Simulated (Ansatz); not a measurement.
**CH₃NOSi: up Jacob's ladder to CCSD(T)**

One table from this session's results is given with a row withheld; the runs are named, their logs left out.

Computed with Ansatz 0.2.0, Gaussian basis. Level: functionals in def2-TZVPP, the program's frozen cores in correlated methods.

The runs, in order: LDA (SPW92), PBE-D4, revPBE-D4, BLYP-D4, r2SCAN-D4, B97M-V, PBE0-D4, B3LYP-D4, r2SCANh-D4, r2SCAN0-D4, HSE06-D4, BHLYP-D4, CAM-B3LYP-D4, LC-ωPBE, ωB97X-V, ωB97M-V, B2PLYP, PBE-QIDH; CCSD(T)/def2-SVP; CCSD(T)/def2-TZVPP; MP2/def2-QZVPP; extrapolation to the limit; RPA on PBE.

## Structure used throughout

The geometry comes from an earlier relaxation with PBE0-D4 in a triple-zeta def2 set; it is a stationary point, not always the lowest conformer.

SMILES `O[SiH]1C=N1`, 7 atoms, charge 0, spin multiplicity 1.

Atoms are counted from 1 here; the program's logs count them from 0.

Bond lengths: O1–Si2 1.630 Å, O1–H5 0.959 Å, Si2–C3 1.763 Å, Si2–N4 1.764 Å, Si2–H6 1.466 Å, C3–N4 1.292 Å, C3–H7 1.093 Å. Angles: Si2–O1–H5 118.2°, O1–Si2–C3 125.9°, O1–Si2–N4 121.7°, O1–Si2–H6 106.7°, C3–Si2–N4 43.0°, C3–Si2–H6 125.1°, N4–Si2–H6 120.7°, Si2–C3–N4 68.6°, Si2–C3–H7 164.3°, N4–C3–H7 127.0°, Si2–N4–C3 68.4°.

As a file:

```mol
CH3NOSi
  3D, bonds by distance, orders not assigned

  7  7  0  0  0  0  0  0  0  0999 V2000
   -0.9573    1.0896   -1.0047 O   0  0
   -0.0112    0.5517    0.2088 Si  0  0
    0.7968   -1.0135    0.2746 C   0  0
   -0.2874   -1.0119    0.9780 N   0  0
   -1.3116    0.4471   -1.6223 H   0  0
    0.3583    1.7247    1.0075 H   0  0
    1.4739   -1.8557    0.1125 H   0  0
  1  2  8  0
  2  3  8  0
  3  4  8  0
  1  5  8  0
  2  6  8  0
  3  7  8  0
  2  4  8  0
M  END
```

The first run:

File in.yaml:

```yaml
crystal:
  periodic: [false, false, false]
  atoms:
    - {symbol: O, position_ang: [-0.957331, 1.089631, -1.004716]}
    - {symbol: Si, position_ang: [-0.011209, 0.551706, 0.208791]}
    - {symbol: C, position_ang: [0.796751, -1.013501, 0.274587]}
    - {symbol: N, position_ang: [-0.287427, -1.011863, 0.978033]}
    - {symbol: H, position_ang: [-1.311645, 0.447071, -1.622313]}
    - {symbol: H, position_ang: [0.358257, 1.724688, 1.007453]}
    - {symbol: H, position_ang: [1.473905, -1.855731, 0.112466]}
basis:
  gaussian: {orbitals: def2-TZVPP}
hamiltonian: {xc: lda}
output: {orbitals: {seedname: orbitals}}
```

The run is started by

```
ansatz run in.yaml --threads 2 --pin off --events-out ev --progress --plain --max-ram 4352MiB
```

Among the steps run: LDA; PBE-D4 (GGA); revPBE-D4 (GGA); BLYP-D4 (GGA); r2SCAN-D4 (meta-GGA); B97M-V (meta-GGA); PBE0-D4 (hybrid); B3LYP-D4 (hybrid); r2SCANh-D4 (hybrid); r2SCAN0-D4 (hybrid); HSE06-D4 (hybrid); BHLYP-D4 (hybrid); CAM-B3LYP-D4 (range-separated); LC-ωPBE (range-separated); ωB97X-V (range-separated); ωB97M-V (range-separated); B2PLYP (double hybrid); PBE-QIDH (double hybrid).

One table of the session follows, with a row left open; its other results are not shown here.

It belongs to the step «Orbital energies across the functionals». 

```
  functional  HOMO (eV)  gap (eV)
 LDA (SPW92)      -5.42      3.09
      PBE-D4      -5.28      3.22
   revPBE-D4      -5.22      3.26
     BLYP-D4      -5.16      3.26
   r2SCAN-D4      -5.49      3.66
      B97M-V      -5.57      3.88
     PBE0-D4          ?         ?
    B3LYP-D4      -6.34      5.22
  r2SCANh-D4      -5.97      4.58
  r2SCAN0-D4      -6.70      5.95
    HSE06-D4      -6.15      4.88
    BHLYP-D4      -7.76      8.14
CAM-B3LYP-D4      -7.92      8.29
     LC-ωPBE      -9.23     10.85
     ωB97X-V      -8.89     10.42
     ωB97M-V      -8.77     10.20
```

Estimate the missing values for PBE0-D4.

The run gave: HOMO (eV): -6.55; gap (eV): 5.67. In the column «HOMO (eV)» it lies between r2SCAN0-D4 (-6.70) and B3LYP-D4 (-6.34).
